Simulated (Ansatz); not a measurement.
# CH4ClFMoO2S: how energies converge with the basis set

The task here is to estimate one member of a computed series from the others.

Method: one geometry, several basis sets; program: Ansatz 0.2.0, Gaussian basis.

Plan: PBE0-D4/def2-SVP; ωB97M-V/def2-SVP; PBE0-D4/def2-QZVPP; ωB97M-V/def2-QZVPP; the functionals' def2-TZVPP values are taken from earlier runs.

### Structure used throughout

All runs share one geometry, relaxed beforehand with PBE0-D4 in a triple-zeta def2 set. Mo takes the def2 core potential; no spin-orbit term is included.

SMILES `C[O][Mo]([OH])([F])(=[S])[Cl]`, 11 atoms, charge 0, spin multiplicity 1.

Atoms are counted from 1 here; the program's logs count them from 0.

Bond lengths: C1–O2 1.398 Å, C1–H8 1.095 Å, C1–H9 1.095 Å, C1–H10 1.091 Å, O2–Mo3 1.825 Å, Mo3–O4 1.897 Å, Mo3–F5 1.873 Å, Mo3–S6 2.082 Å, Mo3–Cl7 2.286 Å, O4–H11 0.964 Å. Angles: O2–C1–H8 109.2°, O2–C1–H9 109.5°, O2–C1–H10 108.8°, H8–C1–H9 109.6°, H8–C1–H10 110.1°, H9–C1–H10 109.7°, C1–O2–Mo3 134.5°, O2–Mo3–O4 84.1°, O2–Mo3–F5 154.5°, O2–Mo3–S6 103.0°, O2–Mo3–Cl7 90.9°, O4–Mo3–F5 81.4°, O4–Mo3–S6 112.5°, O4–Mo3–Cl7 137.3°, F5–Mo3–S6 101.9°, F5–Mo3–Cl7 85.7°, S6–Mo3–Cl7 110.0°, Mo3–O4–H11 113.2°.

Set-up of the first run:

Input file in.yaml:

```yaml
crystal:
  periodic: [false, false, false]
  atoms:
    - {symbol: C, position_ang: [1.049308, -1.520204, 0.108665]}
    - {symbol: O, position_ang: [0.601237, -0.354866, 0.738350]}
    - {symbol: Mo, position_ang: [-0.368501, 1.096184, 0.203852]}
    - {symbol: O, position_ang: [-1.666545, -0.196474, -0.287848]}
    - {symbol: F, position_ang: [-1.332615, 2.123941, -1.029290]}
    - {symbol: S, position_ang: [-0.828293, 2.041480, 2.000632]}
    - {symbol: Cl, position_ang: [1.493739, 2.044410, -0.723942]}
    - {symbol: H, position_ang: [0.212367, -1.988250, -0.419818]}
    - {symbol: H, position_ang: [1.839647, -1.267784, -0.606303]}
    - {symbol: H, position_ang: [1.441454, -2.200575, 0.866249]}
    - {symbol: H, position_ang: [-2.376399, 0.165339, -0.829948]}
basis:
  gaussian: {orbitals: def2-SVP}
hamiltonian: {xc: pbe0, dispersion: d4}
output: {orbitals: {seedname: orbitals}}
```

Launch:

```
> ansatz run in.yaml --threads 2 --pin off --events-out ev --progress --plain --max-ram 20480MiB --backend cpu
```

Among the steps run: PBE0-D4 in def2-SVP; ωB97M-V in def2-SVP; PBE0-D4 in def2-QZVPP; ωB97M-V in def2-QZVPP.

One of the session's tables, all rows but one given; the rest of the session is left out.

| functional | basis | HOMO (eV) | LUMO (eV) |
| --- | --- | --- | --- |
| PBE0-D4 | def2-SVP | -8.28 | -3.68 |
| PBE0-D4 | def2-TZVPP | -8.29 | -3.67 |
| PBE0-D4 | def2-QZVPP | -8.30 | -3.66 |
| ωB97M-V | def2-SVP | -10.36 | -1.54 |
| ωB97M-V | def2-TZVPP | -10.42 | -1.55 |
| ωB97M-V | def2-QZVPP | ? | ? |

**Question.** Estimate the row for ωB97M-V, def2-QZVPP.

The run gave: HOMO (eV): -10.44; LUMO (eV): -1.56. In the column «HOMO (eV)» it is the lowest.
